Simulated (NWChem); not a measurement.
**SiH2ClO (SMILES O[SiH]Cl): UB3LYP/6-311+G(d,p)**

What is the electronic atomisation energy of SiH2ClO at UB3LYP/6-311+G**? 

The calculation is run with NWChem 7.3.0.

## Step 1: Starting point

SiH2ClO: 5 atoms, total charge 0, spin state doublet. As SMILES, `O[SiH]Cl`. The coordinates come from a PBE0-D4/def2-TZVP relaxation. This is one conformer, not always the lowest.

Bond lengths: O1–Si2 1.639 Å, Si2–Cl3 2.065 Å, O1–H4 0.959 Å, Si2–H5 1.488 Å. Angles: O1–Si2–Cl3 111.1°, O1–Si2–H5 105.3°, Cl3–Si2–H5 108.3°, Si2–O1–H4 118.3°.

## Step 2: A single-point energy at UB3LYP/6-311+G(d,p) (run 1)

The input, mymol.nw:

```
start mymol
title "ClH2OSi energy"
memory stack 880 mb heap 220 mb global 1100 mb

geometry units angstroms noautosym nocenter noautoz
  O     -0.806100    -0.432000    -0.746500
  Si    -0.092300     0.479800     0.414000
  Cl     1.606600    -0.440800     1.143600
  H     -1.024100    -1.343200    -0.540000
  H      0.316000     1.736300    -0.271100
end

basis spherical bse
  O library 6-311+G**
  Si library 6-311+G**
  Cl library 6-311+G**
  H library 6-311+G**
end

dft
  xc b3lyp
  mult 2
  grid fine
  convergence energy 1e-08
  iterations 100
  mulliken
  print low
end

task dft energy
```

Command:

```
$ nwchem mymol.nw > mymol.out
```

Log:

```text
[...]
 d= 0,ls=0.0,diis     1   -826.1595250537 -9.67D+02  5.75D-03  3.73D-01     1.8
[...]
 d= 0,ls=0.0,diis    11   -826.2379223189 -9.07D-09  4.30D-07  1.02D-09    15.7
[...]
         Total DFT energy =     -826.237922318886
      One electron energy =    -1422.123044641402
           Coulomb energy =      513.469339898254
    Exchange-Corr. energy =      -58.593612712120
 Nuclear repulsion energy =      141.009395136382
[...]
      Total Density - Mulliken Population Analysis
     ---------------------------------------------
    Atom       Charge   Shell Charges
 -----------   ------   -------------------------------------------------------
    1 O    8     8.47   1.08  0.91  0.98  1.00  2.08  0.82  1.62 -0.12  0.10  0.01
    2 Si  14    13.54   0.79  1.18  0.95  1.03  0.88  0.55  1.97  3.89  0.62  1.12  0.16  0.09  0.06  0.24
    3 Cl  17    17.19   0.78  1.19  0.89  1.09  1.02  1.02  7.43 -1.52  1.09  2.98  1.40 -0.08 -0.12  0.02
    4 H    1     0.71   0.27  0.33  0.05  0.07
    5 H    1     1.09   0.25  0.57  0.25  0.01
[...]
      <S2> =      0.7516 (Exact =     0.7500)
[...]
```

Run time: 17 s. Hardware: 1 thread of AMD EPYC 7R13 (Zen 3), shared host; peak memory 0.11 GiB.

## Step 3: The Cl atom (run 2)

The input, cl.nw:

```
start cl
memory stack 880 mb heap 220 mb global 1100 mb

geometry units angstroms noautosym nocenter noautoz
   Cl    0.000000    0.000000    0.000000
end

basis "ao basis" spherical bse
   * library 6-311+G**
end

dft
   xc b3lyp
   mult 2
   grid fine
   convergence energy 1e-08
   maxiter 100
   mulliken
   noprint "final vectors analysis"
end

task dft energy
```

Run the same way, it converges to -460.16688 Eh (log not shown).

## Step 4: The H atom at the same level (run 3)

The input, nw.nw:

```
start nw
memory stack 880 mb heap 220 mb global 1100 mb
charge 0
geometry noautosym nocenter noautoz
H        0.000000       0.000000       0.000000
end
basis spherical bse
H library 6-311+G**
end
dft
xc b3lyp
mult 2
grid fine
convergence energy 1e-08
iterations 100
mulliken
print low
end
task dft energy
```

Run the same way, it converges to -0.50216 Eh (log not shown).

Run 4 isn't shown in full; the table further down has it.

## Step 5: The Si atom at the same level (run 5)

The input, si.xyz:

```xyz
1

Si     0.000000     0.000000     0.000000
```

The input, si.nw:

```
start si
memory stack 880 mb heap 220 mb global 1100 mb

geometry units angstrom noautosym nocenter noautoz
   load si.xyz
end

basis spherical bse
   * library 6-311+G**
end

dft
   xc b3lyp
   mult 3
   grid fine
   convergence energy 1e-08
   maxiter 100
   mulliken
   noprint "final vectors analysis"
end

task dft energy
```

Run the same way, it converges to -289.39417 Eh (log not shown).

## Step 6: The series

```tsv
run	partner	energy (Eh)	⟨S²⟩	wall time
1	base	-826.237922	0.752	17 s
2	atoms	-460.166882	0.752	1.7 s
3	atoms	-0.502156	0.750	1 s
4	atoms	-75.089877	2.003	1.2 s
5	atoms	-289.394168	2.002	1.7 s
```

## Step 7: Summary of results

Level: UB3LYP/6-311+G**.

```
                     quantity          value
        Si atom: total energy  -289.39417 Eh
                Si atom: ⟨S²⟩          2.002
electronic atomisation energy      15.856 eV
```

Taking the molecule apart into free atoms costs 15.86 eV (1530 kJ/mol), before zero-point energy and without spin-orbit coupling. All runs together took 22 s, the longest 17 s.
